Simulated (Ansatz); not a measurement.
# HOTi: the cost of one run

Computed with Ansatz 0.2.0, Gaussian basis. Level: def2-QZVPP, core rule «outside noble gas», up to 10 orbitals frozen.

To be run: UHF; ROHF; CCSD(T) on UHF.

2 further runs of the same task are left out: 2 set aside as unsound or not needed.

### 1 The system

The geometry is a PBE0/def2-TZVP stationary point (not a proven minimum) of the parent state, kept for this charge and spin.

3 atoms, charge 1, spin multiplicity 5.

Atoms are counted from 1 here; the program's logs count them from 0.

Bond lengths: Ti1–O2 1.725 Å, O2–H3 0.963 Å. Angles: Ti1–O2–H3 180.0°.

### 2 UHF

in.yaml reads:

```yaml
crystal:
  periodic: [false, false, false]
  atoms:
    - {symbol: Ti, position_ang: [0.000000, 0.000000, 1.470824]}
    - {symbol: O, position_ang: [0.000000, 0.000000, -0.253684]}
    - {symbol: H, position_ang: [0.000000, 0.000000, -1.217140]}
basis:
  gaussian: {orbitals: "def2-QZVPP.json"}
total_charge: 1
magnetization: {spin_polarized: true, initial_magnetization: 4}
hamiltonian: {xc: hf}
output: {orbitals: {seedname: orbitals}}
```

Command:

```bash
$ ansatz run in.yaml --threads 1 --pin off --events-out ev --progress --plain --max-ram 4096MiB --backend cpu
```

Q: Estimate wall time and peak memory on 1 thread of AMD EPYC 7R13, shared host.

About 58 s, with a peak of 0.48 GiB.
